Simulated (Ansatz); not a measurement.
# SiH2NOF: functionals against CCSD(T) at one geometry

Aim: energy, forces and dipole at a structure displaced at random from a GFN2-xTB minimum, from CCSD(T) and from density functionals.

The runs use Ansatz 0.2.0, Gaussian basis; single points in def2-TZVPP.

Correlated methods freeze the cores.

### 1 The system as given

SMILES `N[Si](=O)F`, 6 atoms, charge 0, spin multiplicity 1.

Atoms are counted from 1 here; the program's logs count them from 0.

Bond lengths: N1–Si2 1.680 Å, N1–H5 1.004 Å, N1–H6 0.965 Å, Si2–O3 1.592 Å, Si2–F4 1.642 Å. Angles: Si2–N1–H5 130.4°, Si2–N1–H6 120.9°, H5–N1–H6 108.2°, N1–Si2–O3 131.7°, N1–Si2–F4 105.3°, O3–Si2–F4 121.9°.

As a file:

```xyz
6
FH2NOSi
N    -0.2824    0.8466   -0.1332
Si    0.3442   -0.6753    0.2045
O     1.2036   -1.2178    1.4293
F    -0.3874   -1.6901   -0.8588
H    -0.0789    1.7395    0.2780
H    -0.8455    0.9905   -0.9033
```

### 2 CCSD(T)/def2-TZVPP

Input file run/in.yaml:

```yaml
crystal:
  periodic: [false, false, false]
  atoms:
    - {symbol: N, position_ang: [-0.282400, 0.846600, -0.133200]}
    - {symbol: Si, position_ang: [0.344200, -0.675300, 0.204500]}
    - {symbol: O, position_ang: [1.203600, -1.217800, 1.429300]}
    - {symbol: F, position_ang: [-0.387400, -1.690100, -0.858800]}
    - {symbol: H, position_ang: [-0.078900, 1.739500, 0.278000]}
    - {symbol: H, position_ang: [-0.845500, 0.990500, -0.903300]}
basis:
  gaussian: {orbitals: def2-TZVPP}
correlation: {method: ccsd_t}
output: {forces: true}
```

No record of the launch command was kept for these runs.

### 3 PBE0-D4/def2-TZVPP

Changes to run/in.yaml since step 2:

```diff
@@ -11,3 +11,3 @@
   gaussian: {orbitals: def2-TZVPP}
-correlation: {method: ccsd_t}
-output: {forces: true}
+hamiltonian: {xc: pbe0, dispersion: d4}
+output: {forces: true, orbitals: {seedname: orbitals}}
```

### 4 wB97M-V/def2-TZVPP

Changes to run/in.yaml since step 3:

```diff
@@ -11,3 +11,3 @@
   gaussian: {orbitals: def2-TZVPP}
-hamiltonian: {xc: pbe0, dispersion: d4}
-output: {forces: true, orbitals: {seedname: orbitals}}
+hamiltonian: {xc: {name: wB97M-V}}
+output: {forces: true}
```

### 5 r2SCAN-D4/def2-TZVPP

Changes to run/in.yaml since step 4:

```diff
@@ -11,3 +11,3 @@
   gaussian: {orbitals: def2-TZVPP}
-hamiltonian: {xc: {name: wB97M-V}}
+hamiltonian: {xc: r2scan, dispersion: d4}
 output: {forces: true}
```

### 6 PBE-D4/def2-TZVPP

Changes to run/in.yaml since step 5:

```diff
@@ -11,3 +11,3 @@
   gaussian: {orbitals: def2-TZVPP}
-hamiltonian: {xc: r2scan, dispersion: d4}
+hamiltonian: {xc: pbe, dispersion: d4}
 output: {forces: true}
```

### 7 LC-wPBE/def2-TZVPP

Changes to run/in.yaml since step 6:

```diff
@@ -11,3 +11,3 @@
   gaussian: {orbitals: def2-TZVPP}
-hamiltonian: {xc: pbe, dispersion: d4}
+hamiltonian: {xc: {name: LC-wPBE}}
 output: {forces: true}
```

### 8 r2SCAN0-D4/def2-TZVPP

Changes to run/in.yaml since step 7:

```diff
@@ -11,3 +11,3 @@
   gaussian: {orbitals: def2-TZVPP}
-hamiltonian: {xc: {name: LC-wPBE}}
+hamiltonian: {xc: {name: r2SCAN0}, dispersion: d4}
 output: {forces: true}
```

(Steps that only read results are left out.)

**Question.** What will these runs give? Wanted: energy less free atoms, CCSD(T)/def2-TZVPP; RMS force component; RMS force error; HOMO and LUMO, PBE0-D4; T1 diagnostic.

**Answer**, as computed:

| quantity | value |
| --- | --- |
| energy less free atoms, CCSD(T)/def2-TZVPP | -2275.4 kJ/mol |
| RMS force component | 1.287 to 1.595 eV/Å over the methods |
| RMS force error | PBE0-D4 0.136, wB97M-V 0.149, r2SCAN-D4 0.075, PBE-D4 0.279, LC-wPBE 0.247, r2SCAN0-D4 0.262 eV/Å |
| HOMO and LUMO, PBE0-D4 | -8.24 and -1.52 eV |
| T1 diagnostic | 0.017 |

In words: Against CCSD(T) the functionals' energies less atoms differ by -150.4 to +9.3 kJ/mol, PBE-D4 by -150.4 kJ/mol. The reference is not at the basis limit: in triple zeta CCSD(T) underbinds, which counts against methods that bind more; the gaps are no ranking. For forces r2SCAN-D4 does best and PBE-D4 worst. Frozen-core CCSD(T) forces in triple zeta carry basis errors of their own, and this is one geometry, so small gaps rank nothing.
